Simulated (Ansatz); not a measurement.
# CH6BFSi: the cost of one run

Method: RKS B3LYP-D4/def2-SVP, in Ansatz 0.2.0.

## 1. Starting point

Bond lengths: F1–B2 1.323 Å, B2–C3 1.551 Å, C3–Si4 1.917 Å, B2–H5 1.177 Å, C3–H6 1.088 Å, C3–H7 1.089 Å, Si4–H8 1.463 Å, Si4–H9 1.466 Å, Si4–H10 1.465 Å. Angles (14 of 15 angles, heavy atoms first): F1–B2–C3 119.2°, B2–C3–Si4 109.2°, F1–B2–H5 115.8°, C3–B2–H5 125.0°, B2–C3–H6 113.1°, B2–C3–H7 112.1°, Si4–C3–H6 107.5°, Si4–C3–H7 106.6°, C3–Si4–H8 110.7°, C3–Si4–H9 107.1°, C3–Si4–H10 109.8°, H6–C3–H7 108.1°, H8–Si4–H9 109.8°, H8–Si4–H10 109.8°.

Structure file:

```xyz
10

F    -2.3696   -0.0866    0.2876
B    -1.2419    0.2700    0.8812
C    -0.0662    0.7942    0.0169
Si    0.9668   -0.6945   -0.6094
H    -1.2035    0.1077    2.0462
H     0.6064    1.4518    0.5634
H    -0.4136    1.3258   -0.8681
H     0.1249   -1.6307   -1.3545
H     2.0090   -0.1568   -1.4895
H     1.5877   -1.3809    0.5262
```

## 2. End point A

input.yaml

```yaml
crystal:
  periodic: [false, false, false]
  atoms:
    - { symbol: F, position_ang: [-2.36964, -0.0866, 0.28763] }
    - { symbol: B, position_ang: [-1.24187, 0.27, 0.88124] }
    - { symbol: C, position_ang: [-0.06617, 0.79416, 0.01689] }
    - { symbol: Si, position_ang: [0.96683, -0.69447, -0.60937] }
    - { symbol: H, position_ang: [-1.20355, 0.10773, 2.04619] }
    - { symbol: H, position_ang: [0.60638, 1.45184, 0.56343] }
    - { symbol: H, position_ang: [-0.41358, 1.32577, -0.86814] }
    - { symbol: H, position_ang: [0.12485, -1.63074, -1.35453] }
    - { symbol: H, position_ang: [2.00901, -0.15675, -1.4895] }
    - { symbol: H, position_ang: [1.58773, -1.38094, 0.52617] }
basis:
  gaussian: { orbitals: def2-SVP }
hamiltonian:
  xc: b3lyp
  dispersion: d4
relax:
  f_tol: 0.015
  max_steps: 40
```

The run is started by

```sh
> ansatz run input.yaml --threads 1 --pin off --max-ram 2048MiB --backend cpu --events-out ev --progress --plain --runs-dir out
```

**Question.** How long does this run take on 1 thread of Arm Neoverse V1, shared host, and how much memory does it need?

About 38 s, with a peak of 0.17 GiB.
